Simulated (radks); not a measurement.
# Ionisation of Pr⁺: one atom, several choices of relativity

How much does the choice of relativity matter for taking an electron from Pr⁺? Both Pr⁺ ([Xe] 4f3 6s1) and Pr²⁺ ([Xe] 4f3) are run for each choice.

Program: radks (a radial shooting solver on a logarithmic mesh, Libxc functionals) version 1. Level of theory: Kohn-Sham, BLYP, spin-unpolarised, spherical densities. These are calculated values, not measurements, unless marked.

**1. Starting point**

* element: praseodymium (Z = 59)
* charge: +1
* electrons: 58
* configuration: [Xe] 4f3 6s1
* ion: Pr²⁺, [Xe] 4f3
* choices: non-relativistic; scalar-relativistic; Dirac, 2j+1 shares; Dirac, low j first; scalar-relativistic, finite nucleus; Dirac, 2j+1 shares, finite nucleus; Dirac, c × 2; Dirac, c × 0.75; Dirac, c × 100

**2. non-relativistic: Pr⁺**

Input:

```text
Z 59
configuration [Xe] 4f3 6s1
relativity non-relativistic
functional b88,lyp
spin unpolarised
nucleus point
```

**3. non-relativistic: Pr²⁺**

Input:

```text
Z 59
configuration [Xe] 4f3
relativity non-relativistic
functional b88,lyp
spin unpolarised
nucleus point
```

**4. scalar-relativistic: Pr⁺**

Input:

```text
Z 59
configuration [Xe] 4f3 6s1
relativity scalar-relativistic
functional b88,lyp
spin unpolarised
nucleus point
c 137.035999084
```

**5. scalar-relativistic: Pr²⁺**

Input:

```text
Z 59
configuration [Xe] 4f3
relativity scalar-relativistic
functional b88,lyp
spin unpolarised
nucleus point
c 137.035999084
```

**6. Dirac, 2j+1 shares: Pr⁺**

Input:

```text
Z 59
configuration [Xe] 4f3 6s1
relativity Dirac
functional b88,lyp
spin unpolarised
j_filling average
nucleus point
c 137.035999084
```

**7. Dirac, 2j+1 shares: Pr²⁺**

Changes since step 6:

```diff
@@ -1,3 +1,3 @@
 Z 59
-configuration [Xe] 4f3 6s1
+configuration [Xe] 4f3
 relativity Dirac
```

**8. Dirac, low j first: Pr⁺**

Input:

```text
Z 59
configuration [Xe] 4f3 6s1
relativity Dirac
functional b88,lyp
spin unpolarised
j_filling energy
nucleus point
c 137.035999084
```

**9. Dirac, low j first: Pr²⁺**

Changes since step 8:

```diff
@@ -1,3 +1,3 @@
 Z 59
-configuration [Xe] 4f3 6s1
+configuration [Xe] 4f3
 relativity Dirac
```

**10. scalar-relativistic, finite nucleus: Pr⁺**

Input:

```text
Z 59
configuration [Xe] 4f3 6s1
relativity scalar-relativistic
functional b88,lyp
spin unpolarised
nucleus finite rms 4.8919 fm
c 137.035999084
```

**11. scalar-relativistic, finite nucleus: Pr²⁺**

Changes since step 10:

```diff
@@ -1,3 +1,3 @@
 Z 59
-configuration [Xe] 4f3 6s1
+configuration [Xe] 4f3
 relativity scalar-relativistic
```

**12. Dirac, 2j+1 shares, finite nucleus: Pr⁺**

Input:

```text
Z 59
configuration [Xe] 4f3 6s1
relativity Dirac
functional b88,lyp
spin unpolarised
j_filling average
nucleus finite rms 4.8919 fm
c 137.035999084
```

**13. Dirac, 2j+1 shares, finite nucleus: Pr²⁺**

Changes since step 12:

```diff
@@ -1,3 +1,3 @@
 Z 59
-configuration [Xe] 4f3 6s1
+configuration [Xe] 4f3
 relativity Dirac
```

**14. Dirac, c × 2: Pr⁺**

Input:

```text
Z 59
configuration [Xe] 4f3 6s1
relativity Dirac
functional b88,lyp
spin unpolarised
j_filling average
nucleus point
c 274.072
```

**15. Dirac, c × 2: Pr²⁺**

Changes since step 14:

```diff
@@ -1,3 +1,3 @@
 Z 59
-configuration [Xe] 4f3 6s1
+configuration [Xe] 4f3
 relativity Dirac
```

**16. Dirac, c × 0.75: Pr⁺**

Input:

```text
Z 59
configuration [Xe] 4f3 6s1
relativity Dirac
functional b88,lyp
spin unpolarised
j_filling average
nucleus point
c 102.777
```

**17. Dirac, c × 0.75: Pr²⁺**

Changes since step 16:

```diff
@@ -1,3 +1,3 @@
 Z 59
-configuration [Xe] 4f3 6s1
+configuration [Xe] 4f3
 relativity Dirac
```

**18. Dirac, c × 100: Pr⁺**

Input:

```text
Z 59
configuration [Xe] 4f3 6s1
relativity Dirac
functional b88,lyp
spin unpolarised
j_filling average
nucleus point
c 13703.59991
```

**19. Dirac, c × 100: Pr²⁺**

Changes since step 18:

```diff
@@ -1,3 +1,3 @@
 Z 59
-configuration [Xe] 4f3 6s1
+configuration [Xe] 4f3
 relativity Dirac
```

**Question.** What will these runs give? Wanted: for each run, relativity; E(Pr⁺); Δ-SCF; −ε(HOMO); <r> HOMO; error.

The runs gave:

```
                         relativity  E(Pr⁺) (hartree)  Δ-SCF (eV)  −ε(HOMO) (eV)  <r> HOMO (bohr)  error (eV)
                   non-relativistic        -8924.1231      10.201          7.690            4.245       -0.43
                scalar-relativistic        -9237.8797      10.728          6.848            1.179       +0.10
                 Dirac, 2j+1 shares        -9243.1641      10.726          6.696            1.190       +0.10
                 Dirac, low j first        -9243.1856      10.719          6.936            1.173       +0.09
scalar-relativistic, finite nucleus        -9237.4117      10.727          6.849            1.179       +0.10
 Dirac, 2j+1 shares, finite nucleus        -9242.6939      10.726          6.696            1.190       +0.09
                       Dirac, c × 2        -8998.3815      10.316          7.778            4.203       -0.32
                    Dirac, c × 0.75        -9541.3888      11.302          4.884            1.325       +0.67
                     Dirac, c × 100        -8924.1521      10.201          7.690            4.245       -0.43
```

What this shows: The NIST Atomic Spectra Database lists 10.63 eV (semi-empirical). The smallest miss is that of Dirac, low j first (+0.09 eV), the largest that of non-relativistic (-0.43 eV). Runs with a scaled speed of light are not ranked. The ionisation energies span 1.10 eV, the total energies of Pr⁺ 16797 eV (scaled speeds of light included): most of the change in the total cancels in the difference. From the non-relativistic level to Dirac, 2j+1 shares, finite nucleus the 1s level goes from -39704 to -41786 eV and the ionisation energy moves by +0.53 eV. Levels marked c × scale the speed of light and are no model of nature. Spin polarisation and multiplet splitting of open shells are left out at every level. The highest level changes shell from one choice to another, so −ε(HOMO) and Δ-SCF need not concern the same electron.
